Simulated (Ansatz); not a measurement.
# Caesium, simple cubic: r²SCAN0 at the r²SCAN geometry

Aim: see what exact exchange does to the levels, and what it costs. Spin polarisation is left out. The geometry was relaxed under r²SCAN beforehand and is kept. Exact exchange is dear, so the k-mesh is coarse, and r²SCAN is run on the same mesh for comparison.

Method: DFT, plane waves (500 eV) with PBE-made PAW files, scalar-relativistic; functionals as named at each step, in Ansatz 0.2.0.

**1. The structure to begin with**

Symmetry: Pm-3m, No. 221, cubic system. Conventional cell: a = 5.026 Å, b = 5.026 Å, c = 5.026 Å, α = 90.00°, β = 90.00°, γ = 90.00°.

Structure file:

```xyz
1
Lattice="5.0256 0.0000 0.0000 0.0000 5.0256 0.0000 0.0000 0.0000 5.0256" Properties=species:S:1:pos:R:3 pbc="T T T"
Cs    0.0000    0.0000    0.0000
```

**2. r²SCAN, coarse mesh**

The run with r²SCAN.

input.yaml reads:

```yaml
crystal:
  lattice:
    - [5.0255533248, 0.0, 0.0]
    - [0.0, 5.0255533248, 0.0]
    - [0.0, 0.0, 5.0255533248]
  atoms:
    - { symbol: Cs, position: [0.0, 0.0, 0.0] }
hamiltonian:
  xc: r2scan
  pseudopotentials:
    kind: paw
    azcp:
      Cs: "pseudopotentials/Cs.paw.azcp"
basis:
  ecutwfc: 500
  fft_grid_basis: typed
kpoints:
  mp_grid: { grid: [3, 3, 3], shift: [0, 0, 0] }
magnetization:
  spin_polarized: false
scf:
  occupations: { method: fermi_dirac, width: 0.1 }
```

The run is started by

```bash
$ ansatz run input.yaml --threads 4 --pin off --max-ram 8192MiB --backend cpu --events-out ev --progress --plain --runs-dir out
```

What it wrote (excerpt; [...] marks lines left out):

```text
Warning: RAYON_NUM_THREADS=4 ignored (pool sized by the plan → 4); use --threads N
[...]
Pseudopotentials: kind: paw
Pseudopotential: Cs, paw, valence charge 9, recommended cutoff 500 eV (meta_gga), <dir>
Functional definition: r2SCAN
[...]
Crystal: 1 atoms, lattice volume = 126.926 Å³
Basis set: ecut = 500 eV, 3191 PW (Γ), exchange–correlation on 160×160×160 points (64 copies of the dense FFT grid, shifted against one another)
Bands: 9, of which v1, the nominal top of the filled ones, is band 5 counted from 1 (4 counted from 0)
Symmetry: 48 space group operations
Space group: Pm-3m (ITA 221), of the structure as read, at distance tolerance 5.0e-5 Å
k-points: 4 of 27
[...]
SCF iter   1: F=—  HF=-5685.838612 eV  |F-HF|=—  |Δ(HF+E_count)|=         —  Δρ=2.17e-3  dr2=9.65e-3  dr2_τ=1.71e-4  ethr=1.77e-3  ⟨swp⟩=6.0  Hψ=294  notcnv=0
[...]
SCF iter   6: F=-5685.841561 eV  HF=-5685.841561 eV  |F-HF|=7.79e-10  |Δ(HF+E_count)|=  8.33e-10  Δρ=3.54e-7  dr2=3.56e-10  dr2_τ=1.33e-11  ethr=6.19e-11  ⟨swp⟩=1.0  Hψ=108  notcnv=0
[...]
SCF converged after 6 iterations
Free energy (F): -5685.841561 eV
[...]
E sigma→0 (E₀):  -5685.809566 eV
Entropy (-TS):   -0.063990 eV (-63.990 meV/atom)
Fermi energy:    1.848843 eV
[...]
```

Run time: 0.67 s. Hardware: 4 threads of Arm Neoverse V2, shared host; peak memory 0.49 GiB.

**3. r²SCAN0 on the coarse mesh**

The run with r²SCAN0.

Edit input.yaml of step 2 so:

```diff
@@ -8,3 +8,3 @@
 hamiltonian:
-  xc: r2scan
+  xc: r2scan0
   pseudopotentials:
```

The run is started by

```bash
$ ansatz run input.yaml --threads 4 --pin off --max-ram 8192MiB --backend cpu --events-out ev --progress --plain --runs-dir out
```

What it wrote (excerpt; [...] marks lines left out):

```text
Warning: RAYON_NUM_THREADS=4 ignored (pool sized by the plan → 4); use --threads N
[...]
Pseudopotentials: kind: paw
Pseudopotential: Cs, paw, valence charge 9, recommended cutoff 500 eV (meta_gga), <dir>
Functional definition: r2SCAN0
[...]
Crystal: 1 atoms, lattice volume = 126.926 Å³
Basis set: ecut = 500 eV, 3191 PW (Γ), exchange–correlation on 160×160×160 points (64 copies of the dense FFT grid, shifted against one another)
Bands: 9, of which v1, the nominal top of the filled ones, is band 5 counted from 1 (4 counted from 0)
Symmetry: 48 space group operations
Space group: Pm-3m (ITA 221), of the structure as read, at distance tolerance 5.0e-5 Å
k-points: 4 of 27
[...]
SCF iter   1: F=—  HF=-5685.839723 eV  |F-HF|=—  |Δ(HF+E_count)|=         —  Δρ=2.15e-3  dr2=9.75e-3  dr2_τ=1.75e-4  ethr=1.77e-3  ⟨swp⟩=13.5  Hψ=262  notcnv=0
[...]
Frozen-core exchange: fock
[...]
SCF iter   4: F=-5686.063591 eV  HF=-5686.063591 eV  |F-HF|=5.14e-8  |Δ(HF+E_count)|=   8.22e-6  Δρ=5.61e-6  dr2=7.21e-8  dr2_τ=1.92e-9  ethr=4.44e-11  ⟨swp⟩=5.8  Hψ=164  notcnv=0  defer=3
[...]
hybrid outer 2: dexx = +1.009e-7 eV, tail = 1.55e-7 eV, Δε = 1.84e-3 eV (about 4.21e-4 eV left of the loop's levels)
hybrid SCF converged: 2 outer / 10 inner (+7 warm-up), last move |dexx| = 1.01e-7 eV, tail = 1.55e-7 eV
Stability not checked: this state was not tested for a lower state beside it, because the functional holds exact exchange (a hybrid, or Hartree-Fock), whose exchange loop this test does not read (fock_operator; see scf.lower_state_search)
Free energy (F): -5686.063591 eV
Frozen-core exchange: fock
[...]
E sigma→0 (E₀):  -5686.032881 eV
Entropy (-TS):   -0.061419 eV (-61.419 meV/atom)
Fermi energy:    1.825289 eV
[...]
--- Band table (eV) ---
  k-point 0: bands = ["-25.3070", "-10.7709", "-10.7709", "-10.7709", "-0.3740", "4.0556", "4.0556"]
[...]
  guard bands above this table: 2 of the run's 9 bands. The solve was not asked for them (output.publish_guard_bands: true or output.eigenvalues: true publishes all)
```

Run time: 6 s. Hardware: 4 threads of Arm Neoverse V2, shared host; peak memory 0.9 GiB.

**4. The functionals compared**

```tsv
functional	gap on the mesh	Fermi energy (eV)	SCF cycles	exchange loops	CPU time
r²SCAN	none (levels filled in part)	1.849	6	-	1.9 s
r²SCAN0	none (levels filled in part)	1.825	17	2	19 s
```

**5. Outcome**

| quantity | value |
| --- | --- |
| r²SCAN: gap | none (levels filled in part) |
| r²SCAN0: gap | none (levels filled in part) |
| r²SCAN0: SCF cycles, exchange loops | 17, 2 |
| r²SCAN0: CPU time over that of r²SCAN | 9.6 |
| r²SCAN0: relative to bcc | +107 meV/atom |

In words: Both r²SCAN and r²SCAN0 leave levels filled in part. r²SCAN0 cost 9.6 times the CPU time of r²SCAN. The exchange operator of r²SCAN0 was renewed in 2 outer loops. To compare with dense-mesh energies, the change of r²SCAN from this mesh and smearing to its dense run (-22.7 meV/atom, from a run not shown) is added. Under r²SCAN0 it lies 107 meV/atom above bcc (computed apart in the same way); on such meshes a few tens of meV are uncertain for metals. Absolute energies differ from functional to functional, by eV per atom at times, and say nothing by themselves.
